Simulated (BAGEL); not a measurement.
# triplet GaHCl2 at 3 levels

Wanted: a comparison of 3 runs (ROHF/cc-pVDZ, ROHF/6-31G*, UHF/6-31G*) of triplet GaHCl2. 

The results are computed with BAGEL 1.2.2.

1 further run of the same task is left out (it didn't finish).

## Step 1: The system as given

The species is GaHCl2 (4 atoms), meant as a triplet with charge 0. As SMILES of the parent species, `[Cl][GaH][Cl]`. Geometry: relaxed at PBE0-D4/def2-TZVP. That shape belongs to the parent species and isn't relaxed for this state.

Bond lengths: Cl1–Ga2 2.128 Å, Ga2–Cl3 2.128 Å, Ga2–H4 1.545 Å. Angles: Cl1–Ga2–Cl3 115.1°, Cl1–Ga2–H4 122.4°, Cl3–Ga2–H4 122.4°.

## Step 2: The energy at ROHF/cc-pVDZ (density fitting with qzvpp-jkfit) (run 1)

Input file input.json:

```json
{ "bagel": [

{
  "title": "molecule",
  "basis": "cc-pvdz.json",
  "df_basis": "qzvpp-jkfit",
  "angstrom": "true",
  "geometry": [
    { "atom": "Cl", "xyz": [   -1.941100,   -0.099200,   -0.563400 ] },
    { "atom": "Ga", "xyz": [    0.104300,    0.143900,   -0.029400 ] },
    { "atom": "Cl", "xyz": [    1.031000,   -1.579900,    0.805800 ] },
    { "atom": "H", "xyz": [    0.861300,    1.474900,   -0.233300 ] }
  ]
},
{ "title": "rohf", "nopen": 2 },
{ "title": "print", "file": "orbitals.molden", "orbitals": "true" }

]}
```

The basis set cc-pVDZ is read from a file made from the Basis Set Exchange's data (not shown).

Started as:

```bash
$ BAGEL_NUM_THREADS=1 BAGEL input.json > input.out
```

Log:

```text
* using 1 threads per process

  ===============================================================
  ===============================================================

  *** Geometry ***

  { "atom" : "Cl", "xyz" : [     -3.668147,     -0.187461,     -1.064672 ] },
  { "atom" : "Ga", "xyz" : [      0.197098,      0.271932,     -0.055558 ] },
  { "atom" : "Cl", "xyz" : [      1.948308,     -2.985578,      1.522741 ] },
  { "atom" : "H", "xyz" : [      1.627621,      2.787157,     -0.440873 ] },

  Number of auxiliary basis functions:      540

  Since a DF basis is specified, we compute 2- and 3-index integrals:
    o Being stored without compression. Storage requirement is 0.020 GB

  Number of basis functions:       68
  Number of electrons      :       66

    * METHOD: MOLECULE                             0.29

  *** Open-shell HF ***

  === Nuclear Repulsion ===
   320.8837562877

      * DIIS with orbital gradients will be used.

  === ROHF iteration (cc-pvdz.json) ===
      0      -2842.57140255          0.01413269           0.21
      1      -2842.62438236          0.00873563           0.20
      2      -2842.63824171          0.00448965           0.20
      3      -2842.64462871          0.00169471           0.20
      4      -2842.64766767          0.00131807           0.20
      5      -2842.65017002          0.00066373           0.20
      6      -2842.65122576          0.00024392           0.20
      7      -2842.65138753          0.00007028           0.20
      8      -2842.65147145          0.00002220           0.20
      9      -2842.65150408          0.00000917           0.21
     10      -2842.65149544          0.00000680           0.20
     11      -2842.65149659          0.00000732           0.20
     12      -2842.65149693          0.00000661           0.20
     13      -2842.65149656          0.00000371           0.20
     14      -2842.65149673          0.00000237           0.20
     15      -2842.65149751          0.00000074           0.20
     16      -2842.65149711          0.00000020           0.20
     17      -2842.65149684          0.00000008           0.20
     18      -2842.65149684          0.00000003           0.20
     19      -2842.65149685          0.00000002           0.20
     20      -2842.65149684          0.00000001           0.20
     21      -2842.65149684          0.00000001           0.20
    * SCF iteration converged.

    * S^2 (ROHF) is 2.0000

    * Permanent dipole moment:
           (   -0.781218,    -1.373702,     0.210195) a.u.

    * METHOD: ROHF                                 4.66

    * METHOD: PRINT                                0.01

  ===============================================================
```

It took 5.4 s on 1 thread of Arm Neoverse V1, shared host; peak memory 0.12 GiB.

## Step 3: The energy at ROHF/6-31G(d) (density fitting with qzvpp-jkfit, spherical functions) (run 2)

Input file hf.json:

```json
{ "bagel": [

{
  "title": "molecule",
  "basis": "6-31gs.json",
  "df_basis": "qzvpp-jkfit",
  "angstrom": true,
  "geometry": [
    { "atom": "Cl", "xyz": [      -1.941100,      -0.099200,      -0.563400 ] },
    { "atom": "Ga", "xyz": [       0.104300,       0.143900,      -0.029400 ] },
    { "atom": "Cl", "xyz": [       1.031000,      -1.579900,       0.805800 ] },
    { "atom": "H", "xyz": [       0.861300,       1.474900,      -0.233300 ] }
  ]
},

{ "title": "rohf", "nopen": 2 },

{ "title": "print", "file": "orbitals.molden", "orbitals": true }

]}
```

The basis set 6-31G* is read from a file made from the Basis Set Exchange's data (not shown).

Started as:

```bash
$ BAGEL_NUM_THREADS=1 BAGEL hf.json > hf.out
```

Log:

```text
* using 1 threads per process

  ===============================================================
  ===============================================================

  *** Geometry ***

  { "atom" : "Cl", "xyz" : [     -3.668147,     -0.187461,     -1.064672 ] },
  { "atom" : "Ga", "xyz" : [      0.197098,      0.271932,     -0.055558 ] },
  { "atom" : "Cl", "xyz" : [      1.948308,     -2.985578,      1.522741 ] },
  { "atom" : "H", "xyz" : [      1.627621,      2.787157,     -0.440873 ] },

  Number of auxiliary basis functions:      540

  Since a DF basis is specified, we compute 2- and 3-index integrals:
    o Being stored without compression. Storage requirement is 0.021 GB

  Number of basis functions:       70
  Number of electrons      :       66

    * METHOD: MOLECULE                             0.32

  *** Open-shell HF ***

  === Nuclear Repulsion ===
   320.8837562877

      * DIIS with orbital gradients will be used.

  === ROHF iteration (6-31gs.json) ===
      0      -2842.23635332          0.02181668           0.22
      1      -2842.30776352          0.01540150           0.21
      2      -2842.32882290          0.01127207           0.21
      3      -2842.34233899          0.00165558           0.21
      4      -2842.34393784          0.00129151           0.21
      5      -2842.34638198          0.00081942           0.21
      6      -2842.34785095          0.00026221           0.21
      7      -2842.34839541          0.00010493           0.21
      8      -2842.34839364          0.00004886           0.21
      9      -2842.34847253          0.00001573           0.21
     10      -2842.34846106          0.00001273           0.21
     11      -2842.34846145          0.00000930           0.21
     12      -2842.34846190          0.00000933           0.21
     13      -2842.34846244          0.00000949           0.21
     14      -2842.34846114          0.00000905           0.21
     15      -2842.34846176          0.00000897           0.20
     16      -2842.34846215          0.00000898           0.21
     17      -2842.34846232          0.00001021           0.21
     18      -2842.34846211          0.00000664           0.21
     19      -2842.34846156          0.00000275           0.21
     20      -2842.34846168          0.00000126           0.21
     21      -2842.34846163          0.00000065           0.21
     22      -2842.34846172          0.00000020           0.21
     23      -2842.34846172          0.00000011           0.21
     24      -2842.34846172          0.00000007           0.21
     25      -2842.34846172          0.00000006           0.21
     26      -2842.34846172          0.00000006           0.21
     27      -2842.34846172          0.00000007           0.21
     28      -2842.34846172          0.00000005           0.21
     29      -2842.34846173          0.00000004           0.21
     30      -2842.34846172          0.00000003           0.21
     31      -2842.34846172          0.00000001           0.21
     32      -2842.34846172          0.00000001           0.21
    * SCF iteration converged.

    * S^2 (ROHF) is 2.0000

    * Permanent dipole moment:
           (   -0.815131,    -1.433340,     0.219323) a.u.

    * METHOD: ROHF                                 7.18

    * METHOD: PRINT                                0.01

  ===============================================================
```

Run time: 7.8 s. Hardware: 1 thread of Arm Neoverse V1, shared host; peak memory 0.12 GiB.

## Step 4: A single-point energy at UHF/6-31G(d) (density fitting with qzvpp-jkfit, spherical functions) (run 3)

Input file input.json:

```json
{ "bagel": [

{
  "title": "molecule",
  "basis": "6-31gs.json",
  "df_basis": "qzvpp-jkfit",
  "angstrom": true,
  "geometry": [
    { "atom": "Cl", "xyz": [      -1.941100,      -0.099200,      -0.563400 ] },
    { "atom": "Ga", "xyz": [       0.104300,       0.143900,      -0.029400 ] },
    { "atom": "Cl", "xyz": [       1.031000,      -1.579900,       0.805800 ] },
    { "atom": "H", "xyz": [       0.861300,       1.474900,      -0.233300 ] }
  ]
},

{ "title": "uhf", "nopen": 2 },

{ "title": "print", "file": "orbitals.molden", "orbitals": true }

]}
```

The basis set 6-31G* is read from a file made from the Basis Set Exchange's data (not shown).

Started as:

```bash
$ BAGEL_NUM_THREADS=1 BAGEL input.json > input.out
```

Log:

```text
* using 1 threads per process

  ===============================================================
  ===============================================================

  *** Geometry ***

  { "atom" : "Cl", "xyz" : [     -3.668147,     -0.187461,     -1.064672 ] },
  { "atom" : "Ga", "xyz" : [      0.197098,      0.271932,     -0.055558 ] },
  { "atom" : "Cl", "xyz" : [      1.948308,     -2.985578,      1.522741 ] },
  { "atom" : "H", "xyz" : [      1.627621,      2.787157,     -0.440873 ] },

  Number of auxiliary basis functions:      540

  Since a DF basis is specified, we compute 2- and 3-index integrals:
    o Being stored without compression. Storage requirement is 0.021 GB

  Number of basis functions:       70
  Number of electrons      :       66

    * METHOD: MOLECULE                             0.32

  *** Open-shell HF ***

  === Nuclear Repulsion ===
   320.8837562877

      * DIIS with orbital gradients will be used.

  === UHF iteration (6-31gs.json) ===
      0      -2842.23635332          0.02181668           0.21
      1      -2842.31536214          0.01514059           0.21
      2      -2842.33766495          0.01097554           0.21
      3      -2842.34910954          0.00132831           0.21
      4      -2842.35028376          0.00086876           0.22
      5      -2842.35154488          0.00048821           0.22
      6      -2842.35207955          0.00031172           0.21
      7      -2842.35248992          0.00014727           0.21
      8      -2842.35259947          0.00005480           0.21
      9      -2842.35261462          0.00002392           0.21
     10      -2842.35261656          0.00001585           0.21
     11      -2842.35261789          0.00001635           0.21
     12      -2842.35261783          0.00001620           0.22
     13      -2842.35261780          0.00001599           0.21
     14      -2842.35261790          0.00001675           0.21
     15      -2842.35261709          0.00001224           0.21
     16      -2842.35261640          0.00000561           0.21
     17      -2842.35261634          0.00000352           0.21
     18      -2842.35261633          0.00000233           0.21
     19      -2842.35261633          0.00000133           0.21
     20      -2842.35261633          0.00000079           0.22
     21      -2842.35261633          0.00000054           0.21
     22      -2842.35261633          0.00000050           0.21
     23      -2842.35261633          0.00000050           0.21
     24      -2842.35261633          0.00000053           0.21
     25      -2842.35261633          0.00000046           0.21
     26      -2842.35261633          0.00000024           0.21
     27      -2842.35261633          0.00000017           0.21
     28      -2842.35261633          0.00000011           0.21
     29      -2842.35261633          0.00000007           0.21
     30      -2842.35261633          0.00000005           0.21
     31      -2842.35261633          0.00000004           0.21
     32      -2842.35261633          0.00000003           0.21
     33      -2842.35261633          0.00000003           0.21
     34      -2842.35261633          0.00000003           0.21
     35      -2842.35261633          0.00000002           0.21
     36      -2842.35261633          0.00000001           0.21
     37      -2842.35261633          0.00000001           0.21
    * SCF iteration converged.

    * S^2 (UHF) is 2.0177

    * Permanent dipole moment:
           (   -0.761341,    -1.338765,     0.204879) a.u.

    * METHOD: UHF                                  8.27

    * METHOD: PRINT                                0.01

  ===============================================================
```

Run time: 9 s. Hardware: 1 thread of Arm Neoverse V1, shared host; peak memory 0.12 GiB.

## Step 5: The series

| run | level | energy (Eh) | dipole moment (D) | ⟨S²⟩ | wall time |
| --- | --- | --- | --- | --- | --- |
| 1 | ROHF/cc-pVDZ (density fitting with qzvpp-jkfit) | -2842.651497 | 4.05 | 2.000 | 5.4 s |
| 2 | ROHF/6-31G* (density fitting with qzvpp-jkfit, spherical functions) | -2842.348462 | 4.23 | 2.000 | 7.8 s |
| 3 | UHF/6-31G* (density fitting with qzvpp-jkfit, spherical functions) | -2842.352616 | 3.95 | 2.018 | 9 s |

## Step 6: Results

```
            quantity           value
 run 3: total energy  -2842.35262 Eh
run 3: dipole moment          3.95 D
         run 3: ⟨S²⟩           2.018
```

In words: The dipole moment (its size) runs from 3.95 D (UHF/6-31G*) to 4.23 D (ROHF/6-31G*). All runs together took 22 s, the longest 9 s.
